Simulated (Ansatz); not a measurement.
Ti3S2:

```xyz
5
Lattice="2.7131 1.5664 3.2376 -2.7131 1.5664 3.2376 0.0000 -3.1328 3.2376" Properties=species:S:1:pos:R:3 pbc="T T T"
Ti   -0.9107   -1.5555    3.2376
Ti    1.8024   -0.0109    3.2376
Ti   -0.8918    1.5664    3.2376
S     0.0000    0.0000    1.6302
S     0.0000    0.0000    8.0827
```

The cell comes from a database or a generator and needn't be the stable form of this composition.

Base run:

| Property | Result |
| --- | --- |
| Program | Ansatz 0.2.0 |
| Functional | PBE |
| Potentials or basis | Ansatz PAW |
| Cutoff | 420 eV (not typed: the program's choice for these potentials) |
| k mesh | 6 × 6 × 6 |
| Occupations | fermi-dirac, width 0.05 eV |
| Spin | no spin polarisation |

Its results: band gap on the k mesh none (metal or under the smearing width); pressure 0.3 GPa; largest force 0.034 eV/Å.

The run is repeated on the same cell with these changes: functional from PBE to LDA. What comes out?

Band gap on the k mesh none (metal or under the smearing width); pressure -7.8 GPa; largest force 0.096 eV/Å.

LDA binds more tightly than PBE, so the same cell stands under less pressure.

Caveats: the PAW data sets come from PBE, with cores solved anew for the run's functional, which leaves a small shift of forces and pressure (some runs).
